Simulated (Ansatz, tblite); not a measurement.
# Ga8P8 wurtzite off sphere (Ga8P8H22): removing and adding an electron

What does removing or adding an electron cost or gain for Ga8P8 wurtzite off sphere (Ga8P8H22)? Each charged state is run at several levels.

Program: Ansatz 0.2.0, Gaussian basis. Level of theory: as each input shows. These are calculated values, not measurements.

The runs, in order: charge +1 doublet, at the geometry of the singlet (PBE0-D4/def2-SVP, PBE-D4/def2-SVP, LDA/def2-SVP); charge -1 doublet, at the geometry of the singlet (PBE0-D4/def2-SVP, PBE-D4/def2-SVP, LDA/def2-SVP); the starting singlet's energies come from earlier runs.

## (1) The relaxed structure

The singlet was relaxed beforehand with PBE-D4/def2-SVP.

38 atoms, charge 0, spin multiplicity 1.

Atoms are counted from 1 here; the program's logs count them from 0.

Bond lengths: Ga1–P2 2.457 Å, Ga1–P3 2.414 Å, Ga1–H17 1.577 Å, Ga1–H18 1.578 Å, P2–Ga5 2.408 Å, P2–H19 1.431 Å, P2–H20 1.430 Å, P3–Ga4 2.382 Å, P3–Ga11 2.372 Å, P3–H21 1.433 Å, Ga4–P6 2.408 Å, Ga4–P7 2.382 Å, Ga4–H22 1.576 Å, Ga5–P6 2.385 Å, Ga5–P12 2.374 Å, Ga5–H23 1.574 Å, P6–Ga9 2.385 Å, P6–H24 1.432 Å and more. Angles: P2–Ga1–P3 95.9°, P2–Ga1–H17 105.9°, P2–Ga1–H18 105.8°, P3–Ga1–H17 109.9°, P3–Ga1–H18 109.6°, H17–Ga1–H18 125.4°, Ga1–P2–Ga5 123.3°, Ga1–P2–H19 109.9°, Ga1–P2–H20 109.9°, Ga5–P2–H19 106.6°, Ga5–P2–H20 106.2°, H19–P2–H20 97.9°, Ga1–P3–Ga4 112.5°, Ga1–P3–Ga11 110.4°, Ga1–P3–H21 105.9°, Ga4–P3–Ga11 116.6°, Ga4–P3–H21 105.2°, Ga11–P3–H21 105.3° and more.

## (2) Charge +1 doublet at the fixed geometry, PBE0-D4/def2-SVP

Contents of in.yaml:

```yaml
crystal:
  periodic: [false, false, false]
  atoms:
    - {symbol: Ga, position_ang: [0.501465, -4.308710, -1.404863]}
    - {symbol: P, position_ang: [0.505383, -4.057222, 1.039277]}
    - {symbol: P, position_ang: [0.515238, -1.945125, -1.895640]}
    - {symbol: Ga, position_ang: [-1.502481, -0.865536, -1.233522]}
    - {symbol: Ga, position_ang: [0.507089, -1.920556, 2.150338]}
    - {symbol: P, position_ang: [-1.337936, -0.772959, 1.166840]}
    - {symbol: P, position_ang: [-1.427489, 1.422563, -1.892354]}
    - {symbol: Ga, position_ang: [-3.480050, 2.593185, -1.398175]}
    - {symbol: Ga, position_ang: [-1.406951, 1.397286, 2.153572]}
    - {symbol: P, position_ang: [-3.258431, 2.466973, 1.045603]}
    - {symbol: Ga, position_ang: [2.540336, -0.957964, -1.153620]}
    - {symbol: P, position_ang: [2.352271, -0.756419, 1.213870]}
    - {symbol: P, position_ang: [2.306177, 1.332238, -1.883380]}
    - {symbol: Ga, position_ang: [0.441469, 2.680367, -1.150027]}
    - {symbol: Ga, position_ang: [2.618521, 1.508570, 2.047456]}
    - {symbol: P, position_ang: [0.523770, 2.413174, 1.217000]}
    - {symbol: H, position_ang: [-0.901993, -4.926530, -1.773556]}
    - {symbol: H, position_ang: [1.901792, -4.935124, -1.774347]}
    - {symbol: H, position_ang: [-0.568010, -4.812406, 1.608464]}
    - {symbol: H, position_ang: [1.589225, -4.800935, 1.603493]}
    - {symbol: H, position_ang: [0.545588, -1.842287, -3.324381]}
    - {symbol: H, position_ang: [-2.806210, -1.617193, -1.701696]}
    - {symbol: H, position_ang: [0.467721, -2.027337, 3.720118]}
    - {symbol: H, position_ang: [-2.500950, -1.444390, 1.663420]}
    - {symbol: H, position_ang: [-1.324453, 1.399426, -3.321216]}
    - {symbol: H, position_ang: [-4.717805, 1.688196, -1.767352]}
    - {symbol: H, position_ang: [-3.321490, 4.119567, -1.765381]}
    - {symbol: H, position_ang: [-1.517822, 1.414342, 3.723471]}
    - {symbol: H, position_ang: [-4.449010, 1.914790, 1.614872]}
    - {symbol: H, position_ang: [-3.359369, 3.776653, 1.611918]}
    - {symbol: H, position_ang: [3.868886, -1.613147, -1.686878]}
    - {symbol: H, position_ang: [3.495455, -1.468865, 1.699835]}
    - {symbol: H, position_ang: [2.301738, 1.331093, -3.312893]}
    - {symbol: H, position_ang: [3.532122, 2.039242, -1.687638]}
    - {symbol: H, position_ang: [0.538888, 4.159225, -1.681216]}
    - {symbol: H, position_ang: [2.569548, 1.478758, 3.623946]}
    - {symbol: H, position_ang: [3.778029, 2.178335, 1.199634]}
    - {symbol: H, position_ang: [0.479749, 3.758734, 1.704996]}
basis:
  gaussian: {orbitals: def2-SVP, fitting: {mean_field: def2-universal-jkfit}}
total_charge: 1
magnetization: {spin_polarized: true, initial_magnetization: 1}
hamiltonian: {xc: pbe0, dispersion: d4}
scf: {omitted_lower_state_checks: [starts]}
output: {orbitals: {seedname: orbitals}}
```

The run is started by

```bash
$ ansatz run in.yaml --threads 2 --pin off --events-out ev --progress --plain --max-ram 32768MiB --backend cuda --devices 0, --max-vram 18GiB
```

The program printed:

```text
Functional definition: PBE0
  name "PBE0"
  cite "Adamo & Barone, J. Chem. Phys. 110, 6158 (1999) doi:10.1063/1.478522"
  cite "Perdew, Burke & Ernzerhof, Phys. Rev. Lett. 77, 3865 (1996) doi:10.1103/PhysRevLett.77.3865"
  parent pbe
  parameter a = 0.25
  parameter kappa = 0.804
  parameter beta = 0.06672455060314922
  exchange = (1 - a)*pbe_x(kappa = kappa, mu = beta*pi^2/3) + a*exact_x
  correlation = pbe_c(beta = beta)
these checks for a lower state are left out or cut short: starts
3548 factors; integrals over basis functions are off by at most 3.5e-1 eV
mean field evaluation 1: about -493530.9934 eV, gradient 3.8e1 eV
mean field evaluation 2: about -493530.4143 eV, gradient 4.4e1 eV
mean field evaluation 4: about -493535.3387 eV, gradient 3.0e0 eV
mean field evaluation 8: about -493535.3994 eV, gradient 3.2e-1 eV
mean field evaluation 16: about -493535.4015 eV, gradient 3.7e-3 eV
mean field -493535.40146807 eV, -18137.0914736412 hartree, gradient 1.0e-5 eV, S^2 0.754291; 0 other end points of the search recorded, 0 dependent functions left out
reference -493535.40154177 eV, -18137.0914763496 hartree; 195, 194 occupied and 315, 316 virtual orbitals, 3548 factors
Total energy: -493538.07045843 eV, -18137.1895572281 hartree
Checks for a lower state left out: starts
```

Wall time 16 s (1 × H100 (card shared with other runs) with 2 threads of AMD EPYC 7R13, shared host); peak host memory 1.2 GiB.

HOMO -10.28 eV, LUMO -9.27 eV (over both spins); ⟨S²⟩ 0.754 (pure: 0.75).

## (3) Charge +1 doublet at the fixed geometry, PBE-D4/def2-SVP

start.molden holds the orbitals of an earlier run on this state, given as this run's starting guess.

Changes to in.yaml since step 2:

```diff
@@ -42,6 +42,6 @@
 basis:
-  gaussian: {orbitals: def2-SVP, fitting: {mean_field: def2-universal-jkfit}}
+  gaussian: {orbitals: def2-SVP, fitting: {mean_field: def2-universal-jkfit}, initial_orbitals: start.molden}
 total_charge: 1
 magnetization: {spin_polarized: true, initial_magnetization: 1}
-hamiltonian: {xc: pbe0, dispersion: d4}
+hamiltonian: {xc: pbe, dispersion: d4}
 scf: {omitted_lower_state_checks: [starts]}
```

Launched as before.

The program printed:

```text
Functional definition: PBE
  name "PBE"
  cite "Perdew, Burke & Ernzerhof, Phys. Rev. Lett. 77, 3865 (1996) doi:10.1103/PhysRevLett.77.3865"
  parent pbe
  parameter kappa = 0.804
  parameter beta = 0.06672455060314922
  exchange = pbe_x(kappa = kappa, mu = beta*pi^2/3)
  correlation = pbe_c(beta = beta)
these checks for a lower state are left out or cut short: starts
3548 factors; integrals over basis functions are off by at most 3.5e-1 eV
mean field evaluation 1: about -493518.7417 eV, gradient 1.2e1 eV
mean field evaluation 2: about -493519.2947 eV, gradient 5.4e-1 eV
mean field evaluation 4: about -493519.2961 eV, gradient 3.0e-2 eV
mean field evaluation 8: about -493519.2961 eV, gradient 1.2e-5 eV
mean field -493519.29611746 eV, -18136.4996129231 hartree, gradient 5.9e-6 eV, S^2 0.751070; 0 other end points of the search recorded, 0 dependent functions left out
reference -493519.29621554 eV, -18136.4996165272 hartree; 195, 194 occupied and 315, 316 virtual orbitals, 3548 factors
Total energy: -493522.24043726 eV, -18136.6078146800 hartree
Checks for a lower state left out: starts
```

It took 15 s on 1 × H100 (card shared with other runs) with 2 threads of AMD EPYC 7R13, shared host; peak host memory 1.2 GiB.

Report: HOMO -9.29 eV, LUMO -9.21 eV (over both spins); ⟨S²⟩ 0.751 (pure: 0.75).

## (4) Charge +1 doublet at the fixed geometry, LDA/def2-SVP

Changes to in.yaml since step 3:

```diff
@@ -45,3 +45,3 @@
 magnetization: {spin_polarized: true, initial_magnetization: 1}
-hamiltonian: {xc: pbe, dispersion: d4}
+hamiltonian: {xc: lda}
 scf: {omitted_lower_state_checks: [starts]}
```

The command is unchanged.

The program printed:

```text
Functional definition: SPW92
  name "SPW92"
  cite "Dirac, Proc. Camb. Phil. Soc. 26, 376 (1930) doi:10.1017/S0305004100016108"
  cite "Slater, Phys. Rev. 81, 385 (1951) doi:10.1103/PhysRev.81.385"
  cite "Perdew & Wang, Phys. Rev. B 45, 13244 (1992) doi:10.1103/PhysRevB.45.13244"
  exchange = slater_x
  correlation = pw_c
these checks for a lower state are left out or cut short: starts
3548 factors; integrals over basis functions are off by at most 3.5e-1 eV
mean field evaluation 1: about -492680.5376 eV, gradient 2.4e1 eV
mean field evaluation 2: about -492681.8895 eV, gradient 1.5e0 eV
mean field evaluation 4: about -492681.9211 eV, gradient 9.4e-2 eV
mean field evaluation 8: about -492681.9216 eV, gradient 1.4e-5 eV
mean field -492681.92160077 eV, -18105.7266670276 hartree, gradient 6.6e-6 eV, S^2 0.750572; 0 other end points of the search recorded, 0 dependent functions left out
reference -492681.92169158 eV, -18105.7266703647 hartree; 195, 194 occupied and 315, 316 virtual orbitals, 3548 factors
Total energy: -492681.92169158 eV, -18105.7266703647 hartree
Checks for a lower state left out: starts
```

Wall time 12 s (1 × H100 (card shared with other runs) with 2 threads of AMD EPYC 7R13, shared host); peak host memory 1.1 GiB.

Report: HOMO -9.34 eV, LUMO -9.27 eV (over both spins); ⟨S²⟩ 0.751 (pure: 0.75).

## (5) Vertical ionisation energy

Charged state less starting state, singlet to doublet; the starting state's energies are those of its earlier runs.

| level | vertical ionisation energy (eV) | time |
| --- | --- | --- |
| LDA/def2-SVP | +7.70 | 24 s |
| PBE-D4/def2-SVP | +7.71 | 24 s |
| PBE0-D4/def2-SVP | +8.24 | 30 s |

Times add the two runs; a level without a time comes out of a correlated run.

Beside −ε(HOMO) of the starting state:

| level | −ε(HOMO) (eV) | by difference (eV) | mismatch (eV) |
| --- | --- | --- | --- |
| LDA/def2-SVP | 6.11 | 7.70 | -1.59 |
| PBE-D4/def2-SVP | 6.05 | 7.71 | -1.66 |
| PBE0-D4/def2-SVP | 7.07 | 8.24 | -1.17 |

## (6) Charge -1 doublet at the fixed geometry, PBE0-D4/def2-SVP

Changes to in.yaml since step 4:

```diff
@@ -42,6 +42,6 @@
 basis:
-  gaussian: {orbitals: def2-SVP, fitting: {mean_field: def2-universal-jkfit}, initial_orbitals: start.molden}
-total_charge: 1
+  gaussian: {orbitals: def2-SVP, fitting: {mean_field: def2-universal-jkfit}}
+total_charge: -1
 magnetization: {spin_polarized: true, initial_magnetization: 1}
-hamiltonian: {xc: lda}
+hamiltonian: {xc: pbe0, dispersion: d4}
 scf: {omitted_lower_state_checks: [starts]}
```

Same command.

The program printed, cut to the lines that bear on the results:

```text
Functional definition: PBE0
  name "PBE0"
  cite "Adamo & Barone, J. Chem. Phys. 110, 6158 (1999) doi:10.1063/1.478522"
  cite "Perdew, Burke & Ernzerhof, Phys. Rev. Lett. 77, 3865 (1996) doi:10.1103/PhysRevLett.77.3865"
  parent pbe
[...]
3548 factors; integrals over basis functions are off by at most 3.5e-1 eV
[...]
mean field -493543.67727594 eV, -18137.3956039710 hartree, gradient 1.0e-5 eV, S^2 0.751868; 0 other end points of the search recorded, 0 dependent functions left out
reference -493543.67734503 eV, -18137.3956065102 hartree; 196, 195 occupied and 314, 315 virtual orbitals, 3548 factors
Total energy: -493546.48892962 eV, -18137.4989303380 hartree
Checks for a lower state left out: starts
```

Run time: 27 s. Hardware: 1 × H100 (card shared with other runs) with 2 threads of AMD EPYC 7R13, shared host; peak host memory 1.2 GiB.

From the report: HOMO 0.91 eV, LUMO 1.89 eV (over both spins); ⟨S²⟩ 0.752 (pure: 0.75). Doubts: highest occupied level lies above zero.

## (7) Charge -1 doublet at the fixed geometry, PBE-D4/def2-SVP

Changes to in.yaml since step 6:

```diff
@@ -42,6 +42,6 @@
 basis:
-  gaussian: {orbitals: def2-SVP, fitting: {mean_field: def2-universal-jkfit}}
+  gaussian: {orbitals: def2-SVP, fitting: {mean_field: def2-universal-jkfit}, initial_orbitals: start.molden}
 total_charge: -1
 magnetization: {spin_polarized: true, initial_magnetization: 1}
-hamiltonian: {xc: pbe0, dispersion: d4}
+hamiltonian: {xc: pbe, dispersion: d4}
 scf: {omitted_lower_state_checks: [starts]}
```

Launched as before.

The program printed:

```text
Functional definition: PBE
  name "PBE"
  cite "Perdew, Burke & Ernzerhof, Phys. Rev. Lett. 77, 3865 (1996) doi:10.1103/PhysRevLett.77.3865"
  parent pbe
  parameter kappa = 0.804
  parameter beta = 0.06672455060314922
  exchange = pbe_x(kappa = kappa, mu = beta*pi^2/3)
  correlation = pbe_c(beta = beta)
these checks for a lower state are left out or cut short: starts
3548 factors; integrals over basis functions are off by at most 3.5e-1 eV
mean field evaluation 1: about -493526.7365 eV, gradient 1.2e1 eV
mean field evaluation 2: about -493527.2910 eV, gradient 5.0e-1 eV
mean field evaluation 4: about -493527.2918 eV, gradient 3.4e-2 eV
mean field evaluation 8: about -493527.2919 eV, gradient 2.8e-5 eV
mean field -493527.29194653 eV, -18136.7934542216 hartree, gradient 9.5e-6 eV, S^2 0.750849; 0 other end points of the search recorded, 0 dependent functions left out
reference -493527.29203908 eV, -18136.7934576229 hartree; 196, 195 occupied and 314, 315 virtual orbitals, 3548 factors
Total energy: -493530.39430096 eV, -18136.9074636440 hartree
Checks for a lower state left out: starts
```

It took 16 s on 1 × H100 (card shared with other runs) with 2 threads of AMD EPYC 7R13, shared host; peak host memory 1.2 GiB.

Report: HOMO 1.10 eV, LUMO 1.20 eV (over both spins); ⟨S²⟩ 0.751 (pure: 0.75). Doubts: highest occupied level lies above zero.

## (8) Charge -1 doublet at the fixed geometry, LDA/def2-SVP

Changes to in.yaml since step 7:

```diff
@@ -45,3 +45,3 @@
 magnetization: {spin_polarized: true, initial_magnetization: 1}
-hamiltonian: {xc: pbe, dispersion: d4}
+hamiltonian: {xc: lda}
 scf: {omitted_lower_state_checks: [starts]}
```

The command is unchanged.

The program printed:

```text
Functional definition: SPW92
  name "SPW92"
  cite "Dirac, Proc. Camb. Phil. Soc. 26, 376 (1930) doi:10.1017/S0305004100016108"
  cite "Slater, Phys. Rev. 81, 385 (1951) doi:10.1103/PhysRev.81.385"
  cite "Perdew & Wang, Phys. Rev. B 45, 13244 (1992) doi:10.1103/PhysRevB.45.13244"
  exchange = slater_x
  correlation = pw_c
these checks for a lower state are left out or cut short: starts
3548 factors; integrals over basis functions are off by at most 3.5e-1 eV
mean field evaluation 1: about -492688.7415 eV, gradient 2.4e1 eV
mean field evaluation 2: about -492690.1136 eV, gradient 1.5e0 eV
mean field evaluation 4: about -492690.1522 eV, gradient 1.4e-1 eV
mean field evaluation 8: about -492690.1543 eV, gradient 4.5e-5 eV
mean field evaluation 16: about -492690.1543 eV, gradient 3.0e-6 eV
mean field -492690.15431620 eV, -18106.0292137394 hartree, gradient 3.0e-6 eV, S^2 0.750306; 0 other end points of the search recorded, 0 dependent functions left out
reference -492690.15440231 eV, -18106.0292169038 hartree; 196, 195 occupied and 314, 315 virtual orbitals, 3548 factors
Total energy: -492690.15440231 eV, -18106.0292169038 hartree
Checks for a lower state left out: starts
```

Wall time 15 s (1 × H100 (card shared with other runs) with 2 threads of AMD EPYC 7R13, shared host); peak host memory 1.1 GiB.

Report: HOMO 0.94 eV, LUMO 1.00 eV (over both spins); ⟨S²⟩ 0.750 (pure: 0.75). Doubts: highest occupied level lies above zero.

## (9) Vertical electron affinity

Starting state less charged state (positive: the electron is bound), singlet to doublet; the starting state's energies are those of its earlier runs.

```csv
level,vertical electron affinity (eV),time
LDA/def2-SVP,+0.53,26 s
PBE-D4/def2-SVP,+0.44,26 s
PBE0-D4/def2-SVP,+0.18,41 s
```

Times add the two runs; a level without a time comes out of a correlated run.

Beside −ε(LUMO) of the starting state:

```csv
level,−ε(LUMO) (eV),by difference (eV),mismatch (eV)
LDA/def2-SVP,2.02,0.53,+1.49
PBE-D4/def2-SVP,1.83,0.44,+1.39
PBE0-D4/def2-SVP,1.12,0.18,+0.94
```

## (10) What came out

| quantity | value |
| --- | --- |
| vertical ionisation energy, functionals in def2-SVP | 7.70 (LDA) to 8.24 eV (PBE0-D4) |
| vertical electron affinity, functionals in def2-SVP | 0.18 (PBE0-D4) to 0.53 eV (LDA) |

**Reading.** The vertical ionisation energy spans 7.70 to 8.24 eV over the functionals. −ε(HOMO) misses the level's own difference by -1.17 eV at best (PBE0-D4) and -1.66 eV at worst (PBE-D4). The vertical electron affinity spans 0.18 to 0.53 eV over the functionals. The anion's highest level lies above zero where self-interaction lifts it, so diffuse functions weigh on these values. −ε(LUMO) misses the level's own difference by +0.94 eV at best (PBE0-D4) and +1.49 eV at worst (LDA).
